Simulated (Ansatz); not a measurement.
# Sr2VCl6: the cost of one run

Method: DFT PBEsol+U, PAW, plane waves, scalar-relativistic; U − J = 3.25 eV on V d, in Ansatz 0.2.0.

### 1 The structure to begin with

The structure is trigonal, space group P-3m1 (No. 164). Conventional cell: a = 4.933 Å, b = 4.933 Å, c = 12.084 Å, α = 90.00°, β = 90.00°, γ = 120.00°. Around Sr (site symmetry 3m) lie 8 Cl at 3.02 Å. V (site symmetry -3m) is surrounded by 8 Cl at 3.02 Å. Cl (site symmetry 3m) has 4 Sr at 3.02 Å as nearest neighbours. Cl (site symmetry 3m) is surrounded by 1 V at 3.02 Å and 3 Sr at 3.02 Å. Cl (site symmetry 3m) is surrounded by 3 V at 3.02 Å and 1 Sr at 3.02 Å.

Structure file:

```cif
data_structure
_symmetry_space_group_name_H-M 'P 1'
_symmetry_Int_Tables_number 1
_cell_length_a 4.9333
_cell_length_b 14.7998
_cell_length_c 4.9333
_cell_angle_alpha 60.000
_cell_angle_beta 60.000
_cell_angle_gamma 60.000
_cell_volume 254.69
loop_
_atom_site_label
_atom_site_type_symbol
_atom_site_fract_x
_atom_site_fract_y
_atom_site_fract_z
_atom_site_occupancy
Sr1 Sr 0.00000 0.00000 0.00000 1
Sr2 Sr 0.00000 0.33333 0.00000 1
V1 V 0.00000 0.66667 0.00000 1
Cl1 Cl 0.25000 0.08333 0.25000 1
Cl2 Cl 0.25000 0.41667 0.25000 1
Cl3 Cl 0.25000 0.75000 0.25000 1
Cl4 Cl 0.75000 0.25000 0.75000 1
Cl5 Cl 0.75000 0.58333 0.75000 1
Cl6 Cl 0.75000 0.91667 0.75000 1
```

Atoms are counted from 1 in the order of input.yaml (Cl9 and so on).

The first starts: usual moment, plain SCF; no spin polarisation; spin on, no moments given (the program may seed its own), plain SCF. What is tried next depends on their ends.

A plain SCF has the search for lower states switched off and ends at the first converged state. 

The total moment includes the space between the atomic spheres.

### 2 Usual moment, plain SCF

Input file input.yaml:

```yaml
crystal:
  lattice:
    - [0.0, 3.48835, 3.48835]
    - [10.46505, 0.0, 10.46505]
    - [3.48835, 3.48835, 0.0]
  atoms:
    - { symbol: Sr, position: [0.0, 0.0, 0.0] }
    - { symbol: Sr, position: [0.0, 0.33333333, 0.0] }
    - { symbol: V, position: [0.0, 0.66666667, 0.0], spin: 2.0 }
    - { symbol: Cl, position: [0.25, 0.08333333, 0.25] }
    - { symbol: Cl, position: [0.25, 0.41666667, 0.25] }
    - { symbol: Cl, position: [0.25, 0.75, 0.25] }
    - { symbol: Cl, position: [0.75, 0.25, 0.75] }
    - { symbol: Cl, position: [0.75, 0.58333333, 0.75] }
    - { symbol: Cl, position: [0.75, 0.91666667, 0.75] }
magnetization:
  spin_polarized: true
hamiltonian:
  xc: pbesol
  pseudopotentials: { kind: paw }
  hubbard: { sites: [{ species: V, l: d, u_eff: 3.25 }] }
basis:
  ecutwfc: 420
kpoints:
  mp_grid: { grid: [4, 2, 4] }
scf:
  occupations: { method: fermi_dirac, width: 0.05 }
  lower_state_search: "off"
output:
  forces: true
  stress: true
```

Run with:

```bash
> ansatz run input.yaml --threads 4 --pin off --max-ram 9216MiB --backend cpu --events-out ev --progress --plain --runs-dir out
```

Q: Estimate wall time and peak memory on 4 threads of Intel Xeon at 2.50GHz (Skylake/Cascade Lake), shared host.

About 28 s, with a peak of 0.92 GiB.
